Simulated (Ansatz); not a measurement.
# C3H11NSi2: the cost of one run

All numbers below are computed with Ansatz 0.2.0 (RKS PBE0-D4/6-31G*).

**1. Starting point**

Bond lengths (14 of 16 bonds, heavy atoms first): C1–C2 1.537 Å, C2–C3 1.355 Å, C3–Si4 1.886 Å, C3–Si5 1.821 Å, Si5–N6 1.725 Å, C1–H7 1.113 Å, C1–H8 1.134 Å, C1–H9 1.016 Å, C2–H10 1.095 Å, Si4–H11 1.479 Å, Si4–H12 1.522 Å, Si4–H13 1.405 Å, Si5–H14 1.499 Å, Si5–H15 1.467 Å. Angles (14 of 27 angles, heavy atoms first): C1–C2–C3 127.7°, C2–C3–Si4 124.5°, C2–C3–Si5 125.7°, Si4–C3–Si5 109.7°, C3–Si5–N6 108.8°, C1–C2–H10 114.7°, C3–C2–H10 117.5°, C2–C1–H7 108.1°, C2–C1–H8 107.5°, C2–C1–H9 114.9°, C3–Si4–H11 109.9°, C3–Si4–H12 107.3°, C3–Si4–H13 111.0°, C3–Si5–H14 113.7°.

The coordinates stand in the first input below.

**2. End point A**

File input.yaml:

```yaml
crystal:
  periodic: [false, false, false]
  atoms:
    - { symbol: C, position_ang: [2.0095, 1.0309, -1.1311] }
    - { symbol: C, position_ang: [0.594, 0.909, -0.5434] }
    - { symbol: C, position_ang: [-0.0298, -0.2131, -0.11] }
    - { symbol: Si, position_ang: [0.7447, -1.9327, -0.105] }
    - { symbol: Si, position_ang: [-1.6961, -0.2878, 0.6199] }
    - { symbol: "N", position_ang: [-2.1902, 1.31, 1.0425] }
    - { symbol: H, position_ang: [2.5509, 1.8228, -0.5672] }
    - { symbol: H, position_ang: [1.9076, 1.4534, -2.1789] }
    - { symbol: H, position_ang: [2.5538, 0.1737, -1.1146] }
    - { symbol: H, position_ang: [0.0499, 1.8554, -0.4584] }
    - { symbol: H, position_ang: [1.2274, -2.2628, 1.2534] }
    - { symbol: H, position_ang: [-0.3636, -2.9296, -0.4122] }
    - { symbol: H, position_ang: [1.6976, -2.0598, -1.1296] }
    - { symbol: H, position_ang: [-1.7477, -1.013, 1.9304] }
    - { symbol: H, position_ang: [-2.6956, -0.8316, -0.3065] }
    - { symbol: H, position_ang: [-3.0936, 1.2825, 1.5112] }
    - { symbol: H, position_ang: [-1.5379, 1.6924, 1.7399] }
basis:
  gaussian: { orbitals: "6-31G*" }
hamiltonian:
  xc: pbe0
  dispersion: d4
relax:
  f_tol: 0.015
  max_steps: 40
```

Command:

```console
$ ansatz run input.yaml --threads 2 --pin off --max-ram 3072MiB --backend cpu --events-out ev --progress --plain --runs-dir out
```

**Question.** How long does this run take on 2 threads of AMD EPYC 7B13 (Zen 3), shared host, and how much memory does it need?

About 2 min, with a peak of 0.35 GiB.
